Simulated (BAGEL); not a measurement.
# BH2ClO2 (SMILES OB(O)Cl) at HF/STO-3G (density fitting with qzvpp-jkfit)

Aim: the energy change on altering one bond length of BH2ClO2 at HF/STO-3G (density fitting with qzvpp-jkfit), from 2 runs. 

The calculation is run with BAGEL 1.2.2.

1 further run of the same task is left out (set aside as unsound or not needed).

**1. The system as given**

BH2ClO2 has 6 atoms, charge 0, and is taken as a singlet. SMILES: `OB(O)Cl`. Geometry: relaxed at PBE0-D4/def2-TZVP. This is one conformer, not always the lowest.

Bond lengths: O1–B2 1.357 Å, B2–O3 1.349 Å, B2–Cl4 1.771 Å, O1–H5 0.960 Å, O3–H6 0.962 Å. Angles: O1–B2–O3 121.0°, O1–B2–Cl4 120.9°, O3–B2–Cl4 118.0°, B2–O1–H5 113.5°, B2–O3–H6 112.0°.

**2. A single-point energy at HF/STO-3G (density fitting with qzvpp-jkfit)**

File job.json:

```json
{ "bagel" : [

{
  "title" : "molecule",
  "basis" : "sto-3g",
  "df_basis" : "qzvpp-jkfit",
  "angstrom" : true,
  "geometry" : [
    { "atom" : "O", "xyz" : [       0.157800,       1.025400,      -0.442100 ] },
    { "atom" : "B", "xyz" : [      -0.128000,      -0.227600,      -0.007300 ] },
    { "atom" : "O", "xyz" : [       0.609200,      -0.813900,       0.958100 ] },
    { "atom" : "Cl", "xyz" : [      -1.481400,      -1.141400,      -0.691700 ] },
    { "atom" : "H", "xyz" : [      -0.434400,       1.336500,      -1.130000 ] },
    { "atom" : "H", "xyz" : [       1.319000,      -0.243000,       1.267000 ] }
  ]
},

{ "title" : "hf" },

{ "title" : "print", "file" : "orbitals.molden", "orbitals" : true }

]}
```

The run is started by

```
$ BAGEL_NUM_THREADS=1 BAGEL job.json > job.out
```

The log of the run:

```text
* using 1 threads per process

  ===============================================================
  ===============================================================

  *** Geometry ***

  { "atom" : "O", "xyz" : [      0.298199,      1.937725,     -0.835448 ] },
  { "atom" : "B", "xyz" : [     -0.241885,     -0.430102,     -0.013795 ] },
  { "atom" : "O", "xyz" : [      1.151221,     -1.538048,      1.810547 ] },
  { "atom" : "Cl", "xyz" : [     -2.799440,     -2.156933,     -1.307124 ] },
  { "atom" : "H", "xyz" : [     -0.820897,      2.525619,     -2.135391 ] },
  { "atom" : "H", "xyz" : [      2.492549,     -0.459203,      2.394283 ] },

  Number of auxiliary basis functions:      393

  Since a DF basis is specified, we compute 2- and 3-index integrals:
    o Being stored without compression. Storage requirement is 0.002 GB

  Number of basis functions:       26
  Number of electrons      :       40

    * METHOD: MOLECULE                             0.08

  *** RHF ***

  === Nuclear Repulsion ===
   144.9028822971

      * DIIS with orbital gradients will be used.

  === RHF iteration (sto-3g) ===
      0       -627.85848968          0.02055544           0.01
      1       -627.94327458          0.00600353           0.01
      2       -627.94988968          0.00099358           0.01
      3       -627.95020682          0.00008868           0.01
      4       -627.95021013          0.00002552           0.01
      5       -627.95021044          0.00000749           0.01
      6       -627.95021046          0.00000192           0.01
      7       -627.95021046          0.00000049           0.01
      8       -627.95021046          0.00000011           0.01
      9       -627.95021046          0.00000003           0.01
     10       -627.95021046          0.00000001           0.01
    * SCF iteration converged.

    * Permanent dipole moment:
           (   -0.595741,    -0.911941,    -0.022727) a.u.

    * METHOD: HF                                   0.15

    * METHOD: PRINT                                0.00

  ===============================================================
```

It took 0.4 s on 1 thread of Arm Neoverse V2, shared host; peak memory 0.081 GiB.

**3. The distorted shape**

File input.json:

```json
{ "bagel": [

{
  "title": "molecule",
  "basis": "sto-3g",
  "df_basis": "qzvpp-jkfit",
  "angstrom": "true",
  "geometry": [
    { "atom": "O", "xyz": [   -0.055133,    0.854136,   -0.534767 ] },
    { "atom": "B", "xyz": [   -0.340933,   -0.398864,   -0.099967 ] },
    { "atom": "O", "xyz": [    0.396267,   -0.985164,    0.865433 ] },
    { "atom": "Cl", "xyz": [   -1.694333,   -1.312664,   -0.784367 ] },
    { "atom": "H", "xyz": [   -0.647333,    1.165236,   -1.222667 ] },
    { "atom": "H", "xyz": [    1.319000,   -0.243000,    1.267000 ] }
  ]
},
{
  "title": "hf"
},
{
  "title": "print",
  "file": "orbitals.molden",
  "orbitals": "true"
}

]}
```

The run is started by

```
$ BAGEL_NUM_THREADS=1 BAGEL input.json > input.out
```

The log of the run:

```text
* using 1 threads per process

  ===============================================================
  ===============================================================

  *** Geometry ***

  { "atom" : "O", "xyz" : [     -0.104186,      1.614083,     -1.010563 ] },
  { "atom" : "B", "xyz" : [     -0.644270,     -0.753744,     -0.188910 ] },
  { "atom" : "O", "xyz" : [      0.748836,     -1.861690,      1.635431 ] },
  { "atom" : "Cl", "xyz" : [     -3.201825,     -2.480575,     -1.482239 ] },
  { "atom" : "H", "xyz" : [     -1.223282,      2.201977,     -2.310506 ] },
  { "atom" : "H", "xyz" : [      2.492549,     -0.459203,      2.394283 ] },

  Number of auxiliary basis functions:      393

  Since a DF basis is specified, we compute 2- and 3-index integrals:
    o Being stored without compression. Storage requirement is 0.002 GB

  Number of basis functions:       26
  Number of electrons      :       40

    * METHOD: MOLECULE                             0.08

  *** RHF ***

  === Nuclear Repulsion ===
   143.4948997317

      * DIIS with orbital gradients will be used.

  === RHF iteration (sto-3g) ===
      0       -627.79362263          0.02212425           0.01
      1       -627.88659831          0.00756551           0.01
      2       -627.89634177          0.00126411           0.01
      3       -627.89678197          0.00030644           0.01
      4       -627.89680428          0.00005804           0.01
      5       -627.89680554          0.00001286           0.01
      6       -627.89680563          0.00000297           0.01
      7       -627.89680563          0.00000081           0.01
      8       -627.89680563          0.00000018           0.01
      9       -627.89680563          0.00000006           0.01
     10       -627.89680563          0.00000002           0.01
     11       -627.89680563          0.00000001           0.01
    * SCF iteration converged.

    * Permanent dipole moment:
           (   -0.597186,    -0.887939,    -0.037111) a.u.

    * METHOD: HF                                   0.16

    * METHOD: PRINT                                0.00

  ===============================================================
```

Wall time 0.4 s (1 thread of Arm Neoverse V2, shared host); peak memory 0.081 GiB.

**4. Outcome**

At HF/STO-3G (density fitting with qzvpp-jkfit):

| quantity | value |
| --- | --- |
| first shape: total energy | -627.95021 Eh |
| first shape: dipole moment | 2.77 D |
| first shape: HOMO energy | -10.59 eV |
| first shape: LUMO energy | 8.79 eV |
| first shape: HOMO–LUMO gap | 19.38 eV |
| distorted shape: total energy | -627.89681 Eh |
| distorted shape: dipole moment | 2.72 D |
| distorted shape: HOMO energy | -10.61 eV |
| distorted shape: LUMO energy | 8.87 eV |
| distorted shape: HOMO–LUMO gap | 19.47 eV |
| energy change with the O3–H6 bond stretched from 0.962 to 1.250 Å | 1.453 eV |

In words: With the O3–H6 bond stretched from 0.962 to 1.250 Å the energy rises by 1.45 eV (34 kcal/mol). The first shape isn't relaxed at this level, so the change isn't measured from a minimum. The minimal basis adds a large error of its own.
